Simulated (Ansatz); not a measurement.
**TlPd3: how the settings move a single-point run**

How sensitive is a single-point run of TlPd3 to its settings? A reference run comes first, then one run with altered input.

Method: reference: DFT, LDA, PAW with Ansatz's default frozen-core files, scalar-relativistic, in Ansatz 0.2.0.

## Step 1: The system as given

The structure is tetragonal, space group I4/mmm (No. 139). The conventional cell has a = 4.181 Å, b = 4.181 Å, c = 7.592 Å, α = 90.00°, β = 90.00°, γ = 90.00°. Tl (site symmetry 4/mmm) is surrounded by 12 Pd at 2.82 to 2.96 Å. Pd (site symmetry 4/mmm) has 8 Pd at 2.82 Å and 4 Tl at 2.96 Å as nearest neighbours. Pd (site symmetry -4m2) has 4 Tl at 2.82 Å and 8 Pd at 2.82 to 2.96 Å as nearest neighbours.

Structure file:

```cif
data_structure
_symmetry_space_group_name_H-M 'P 1'
_symmetry_Int_Tables_number 1
_cell_length_a 4.8114
_cell_length_b 4.8114
_cell_length_c 4.8114
_cell_angle_alpha 128.499
_cell_angle_beta 128.499
_cell_angle_gamma 75.819
_cell_volume 66.35
loop_
_atom_site_label
_atom_site_type_symbol
_atom_site_fract_x
_atom_site_fract_y
_atom_site_fract_z
_atom_site_occupancy
Tl1 Tl 0.00000 0.00000 0.00000 1
Pd1 Pd 0.50000 0.50000 0.00000 1
Pd2 Pd 0.75000 0.25000 0.50000 1
Pd3 Pd 0.25000 0.75000 0.50000 1
```

## Step 2: The reference run

input.yaml

```yaml
crystal:
  lattice:
    - [-2.0903608308, 2.0903608308, 3.7961551193]
    - [2.0903608308, -2.0903608308, 3.7961551193]
    - [2.0903608308, 2.0903608308, -3.7961551193]
  atoms:
    - { symbol: Tl, position: [0.0, 0.0, 0.0] }
    - { symbol: Pd, position: [0.5, 0.5, 0.0] }
    - { symbol: Pd, position: [0.75, 0.25, 0.5] }
    - { symbol: Pd, position: [0.25, 0.75, 0.5] }
kpoints:
  mp_grid: { grid: [12, 12, 12] }
  band_path:
    path:
      - [0.0, 0.0, 0.0]
      - [0.0, 0.0, 0.5]
      - [0.25, 0.25, 0.25]
      - [0.0, 0.5, 0.0]
      - [0.0, 0.0, 0.0]
      - [0.5, 0.5, -0.5]
      - [0.3258044369, 0.6741955631, -0.3258044369]
      - [-0.3258044369, 0.3258044369, 0.3258044369]
      - [0.0, 0.0, 0.0]
    npoints: 14
scf:
  occupations: { method: fermi_dirac, width: 0.03 }
hamiltonian:
  xc: lda
  pseudopotentials: { kind: paw }
output:
  forces: true
  stress: true
  eigenvalues: true
  efg: { contact_densities: true }
  populations: true
  bader: true
  dos: { projected: true, de: 0.2, e_range: [-14, 8] }
  write_density: true
  write_potential: true
  elf: true
  volumetric_format: npy
```

Command:

```
$ ansatz run input.yaml --threads 1 --pin off --max-ram 4096MiB --backend cpu --events-out ev --progress --plain --runs-dir out
```

## Step 3: Changing settings: mp_grid.shift [0.5, 0.5, 0.5]

input.yaml: that of step 2 with these lines changed.

```diff
@@ -11,3 +11,3 @@
 kpoints:
-  mp_grid: { grid: [12, 12, 12] }
+  mp_grid: { grid: [12, 12, 12], shift: [0.5, 0.5, 0.5] }
   band_path:
@@ -35,7 +35 @@
   populations: true
-  bader: true
-  dos: { projected: true, de: 0.2, e_range: [-14, 8] }
-  write_density: true
-  write_potential: true
-  elf: true
-  volumetric_format: npy
```

What does the calculation give? Wanted: for each run, ending; energy change; pressure; gap; force.

The runs gave:

```tsv
run	ending	energy change	pressure (GPa)	gap (eV)	force (eV/Å)	cycles	time
reference	converged	0	-9.3	0.00	0.00	6	63 s
1: mp_grid.shift [0.5, 0.5, 0.5]	converged	+0.8 meV/atom	-9.3	0.00	0.00	6	38 s
```

Times don't compare one to one where runs were asked for different outputs or read a saved state (see the inputs); cycles may leave out searches for a lower state.

Residual by cycle in the longest SCF loop of each run; runs are numbered as in the table. The quantity is the density residual dr2, in eV.

```tsv
cycle	reference	run 1
1	0.124	0.13
2	0.0218	0.0226
3	6.1e-4	6.2e-4
4	3.6e-5	3.8e-5
5	2.3e-6	2.3e-6
6	8.2e-8	7.8e-8
```

Changing the k-point mesh moves the energy by +0.8 meV/atom. Sampling errors of the energy have no fixed sign.
